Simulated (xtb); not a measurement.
**CH5InN2 (SMILES N/C=[N]\[InH2]): GFN2-xTB**

Wanted: a geometry optimisation of CH5InN2. 

Program for the calculation: xtb 6.7.1.

4 further runs of the same task are left out: 4 set aside as unsound or not needed.

**1. Starting point**

The species is CH5InN2 (9 atoms), meant as a singlet with charge 0. As SMILES, `N/C=[N]\[InH2]`. The shape comes from GFN2-xTB, which is rough for such elements, and wasn't checked as a minimum. This is one conformer, not always the lowest. The run starts from this shape.

Bond lengths: N1–C2 1.360 Å, C2–N3 1.259 Å, N3–In4 2.073 Å, N1–H5 1.006 Å, N1–H6 1.012 Å, C2–H7 1.095 Å, In4–H8 1.716 Å, In4–H9 1.766 Å. Angles: N1–C2–N3 127.5°, C2–N3–In4 124.2°, N1–C2–H7 113.1°, N3–C2–H7 119.4°, C2–N1–H5 121.2°, C2–N1–H6 117.3°, N3–In4–H8 114.7°, N3–In4–H9 129.4°, H5–N1–H6 118.4°, H8–In4–H9 115.9°.

**2. A geometry optimisation at GFN2-xTB**

xcontrol reads:

```
$chrg 0
$spin 0
$end
```

start.xyz reads:

```xyz
9
CH5InN2
N      0.303270     1.348900    -0.609350
C      1.052460     0.216100    -0.679520
N      0.773030    -0.917800    -0.208550
In    -0.942150    -1.337930     0.878180
H      0.682090     2.240780    -0.878780
H     -0.506200     1.333990    -0.002120
H      1.976820     0.346870    -1.250860
H     -1.136190    -2.989660     1.301580
H     -2.203130    -0.241240     1.449420
```

Run with:

```
$ xtb start.xyz --gfn 2 --input xcontrol -o vtight | tee xtb.out
```

**Question.** What will come out? Wanted: total energy at the end; dipole moment; HOMO energy; LUMO energy; HOMO–LUMO gap; dispersion energy; mean polarisability.

Answer, from the run:

Level: GFN2-xTB.

| quantity | value |
| --- | --- |
| total energy at the end | -11.69218 Eh |
| dipole moment | 3.99 D |
| HOMO energy | -9.89 eV |
| LUMO energy | -6.63 eV |
| HOMO–LUMO gap | 3.26 eV |
| dispersion energy | -12.16 kJ/mol |
| mean polarisability (D4 model) | 68.0 bohr³ |

**Reading.** At the final geometry: Bond lengths: N1–C2 1.360 Å, C2–N3 1.259 Å, N3–In4 2.074 Å, N1–H5 1.006 Å, N1–H6 1.012 Å, C2–H7 1.095 Å, In4–H8 1.716 Å, In4–H9 1.766 Å. Angles: N1–C2–N3 127.5°, C2–N3–In4 124.2°, N1–C2–H7 113.1°, N3–C2–H7 119.4°, C2–N1–H5 121.3°, C2–N1–H6 117.5°, N3–In4–H8 114.7°, N3–In4–H9 129.3°, H5–N1–H6 118.4°, H8–In4–H9 115.9°. The optimisation took 7 steps and changed the energy by -0.000 eV. Mulliken charges run from -0.31 on N3 to +0.19 on H6.
